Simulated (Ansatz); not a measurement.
# C2H5FOSi2: basis-set convergence

An exercise on one series of results from a longer session: the logs are not shown, and one member is left open.

Computed with Ansatz 0.2.0, Gaussian basis. Level: one geometry, several basis sets.

Levels to be run: PBE0-D4/def2-SVP; ωB97M-V/def2-SVP; PBE0-D4/def2-QZVPP; ωB97M-V/def2-QZVPP; the functionals' def2-TZVPP values are taken from earlier runs.

## The relaxed structure

All runs share one geometry, relaxed beforehand with PBE0-D4 in a triple-zeta def2 set.

SMILES `FC1=C[SiH2]O[SiH2]1`, 11 atoms, charge 0, spin multiplicity 1.

Atoms are counted from 1 here; the program's logs count them from 0.

Bond lengths: F1–C2 1.342 Å, C2–C3 1.333 Å, C2–Si6 1.887 Å, C3–Si4 1.860 Å, C3–H7 1.087 Å, Si4–O5 1.659 Å, Si4–H8 1.484 Å, Si4–H9 1.484 Å, O5–Si6 1.648 Å, Si6–H10 1.483 Å, Si6–H11 1.483 Å. Angles: F1–C2–C3 122.6°, F1–C2–Si6 122.1°, C3–C2–Si6 115.3°, C2–C3–Si4 110.8°, C2–C3–H7 121.5°, Si4–C3–H7 127.8°, C3–Si4–O5 100.6°, C3–Si4–H8 113.1°, C3–Si4–H9 113.2°, O5–Si4–H8 110.5°, O5–Si4–H9 110.5°, H8–Si4–H9 108.8°, Si4–O5–Si6 115.6°, C2–Si6–O5 97.7°, C2–Si6–H10 112.7°, C2–Si6–H11 112.7°, O5–Si6–H10 111.9°, O5–Si6–H11 111.9° and more.

Set-up of the first run:

File in.yaml:

```yaml
crystal:
  periodic: [false, false, false]
  atoms:
    - {symbol: F, position_ang: [2.283860, -0.781107, -0.948621]}
    - {symbol: C, position_ang: [1.112533, -0.395716, -0.418156]}
    - {symbol: C, position_ang: [0.774770, -0.658641, 0.844325]}
    - {symbol: Si, position_ang: [-0.911827, 0.022392, 1.230979]}
    - {symbol: O, position_ang: [-1.308092, 0.704594, -0.228725]}
    - {symbol: Si, position_ang: [-0.173837, 0.558395, -1.415193]}
    - {symbol: H, position_ang: [1.441207, -1.202766, 1.507921]}
    - {symbol: H, position_ang: [-0.893726, 1.053681, 2.298431]}
    - {symbol: H, position_ang: [-1.895103, -1.027380, 1.597715]}
    - {symbol: H, position_ang: [-0.684913, -0.209921, -2.575902]}
    - {symbol: H, position_ang: [0.320429, 1.879571, -1.872275]}
basis:
  gaussian: {orbitals: def2-SVP}
hamiltonian: {xc: pbe0, dispersion: d4}
output: {orbitals: {seedname: orbitals}}
```

Steps of the session up to this table: PBE0-D4 in def2-SVP; ωB97M-V in def2-SVP; PBE0-D4 in def2-QZVPP; ωB97M-V in def2-QZVPP.

One of the session's tables, all rows but one given; the rest of the session is left out.

It belongs to the step «Functionals by basis». 

```
functional       basis  HOMO (eV)
   PBE0-D4    def2-SVP      -7.92
   PBE0-D4  def2-TZVPP          ?
   PBE0-D4  def2-QZVPP      -8.00
   ωB97M-V    def2-SVP     -10.07
   ωB97M-V  def2-TZVPP     -10.17
   ωB97M-V  def2-QZVPP     -10.19
```

Estimate the missing values for PBE0-D4, def2-TZVPP.

The run gave: HOMO (eV): -7.98. In the column «HOMO (eV)» it lies between PBE0-D4, def2-QZVPP (-8.00) and PBE0-D4, def2-SVP (-7.92).
